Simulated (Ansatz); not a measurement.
# TeAs: a trigonal deformation path

The task here is to estimate one member of a computed series from the others.

Method: DFT PBEsol, scalar-relativistic, plane waves, PAW, in Ansatz 0.2.0.

**The starting structure**

The structure is cubic, space group Fm-3m (No. 225). Conventional cell: a = 5.935 Å, b = 5.935 Å, c = 5.935 Å, α = 90.00°, β = 90.00°, γ = 90.00°. Around Te (site symmetry m-3m) lie 6 As at 2.97 Å. As (site symmetry m-3m) has 6 Te at 2.97 Å in its first shell of neighbours.

Coordinates:

```cif
data_structure
_symmetry_space_group_name_H-M 'Fm-3m'
_symmetry_Int_Tables_number 225
_cell_length_a 5.9353
_cell_length_b 5.9353
_cell_length_c 5.9353
_cell_angle_alpha 90.000
_cell_angle_beta 90.000
_cell_angle_gamma 90.000
_cell_volume 209.09
loop_
_atom_site_label
_atom_site_type_symbol
_atom_site_symmetry_multiplicity
_atom_site_Wyckoff_symbol
_atom_site_fract_x
_atom_site_fract_y
_atom_site_fract_z
_atom_site_occupancy
Te1 Te 4 b 0.50000 0.00000 0.00000 1
As1 As 4 a 0.00000 0.00000 0.00000 1
```

It goes back to an entry of the Materials Project, which need not be the stable form.

The cell is taken as given, not relaxed at this level.

**The reference cell**

The reference gives a free energy of -11714.3776 eV, pressure -2.93 GPa, largest force 0.000 eV/Å and gap on the mesh none (metal). It was computed beforehand with the settings of the runs below.

Set-up of the first run:

At fixed volume and fractional coordinates, lengths along (0.577, 0.577, 0.577) are scaled against those across it; ρ is that ratio over its starting value.

Input file input.yaml:

```yaml
crystal:
  lattice:
    - [-1.2463420408, 2.4926840816, 2.4926840816]
    - [2.4926840816, -1.2463420408, 2.4926840816]
    - [2.4926840816, 2.4926840816, -1.2463420408]
  atoms:
    - { symbol: Te, position: [0.5, 0.5, 0.5] }
    - { symbol: As, position: [0.0, 0.0, 0.0] }
basis:
  ecutwfc: 420
kpoints:
  mp_grid: { grid: [16, 16, 16] }
hamiltonian:
  xc: pbesol
scf:
  occupations: { method: gaussian, width: 0.15 }
output:
  forces: true
  stress: true
  eigenvalues: true
```

On the command line:

```console
$ ansatz run input.yaml --threads 1 --pin off --max-ram 2560MiB --backend cpu --events-out ev --progress --plain --runs-dir out
```

Steps of the session up to this table: ρ = 0.500; ρ = 2.000; At ρ = 0.710; At ρ = 1.410; ρ = 0.600; Point ρ = 0.850; At ρ = 1.200; At ρ = 1.700; At ρ = 0.930; At ρ = 1.080.

One of the session's tables, all rows but one given; the rest of the session is left out.

```
    ρ  ΔE (meV/atom)  pressure (GPa)
0.500          376.3            -8.5
0.600          304.8            -7.4
0.710          139.0            -5.8
0.850              ?               ?
0.930            6.1            -3.1
1.000            0.0            -2.9
1.080            8.1            -3.1
1.200           46.8            -3.8
1.410          191.1            -5.3
1.700          423.7            -7.2
2.000          548.2            -7.5
```

Estimate the missing values for ρ = 0.850.

Worked estimate for «ΔE (meV/atom)». A straight line through the neighbours (0.710, 139.0) and (0.930, 6.1) gives 139.0 + (6.1 − 139.0) × (0.850 − 0.710) / (0.930 − 0.710) = 54.4; a parabola fitted to 4 rows on both sides gives 25.1.

As computed: ΔE (meV/atom): 28.9; pressure (GPa): -3.7. In «ΔE (meV/atom)» the line misses by +25.5 and the parabola by -3.8.
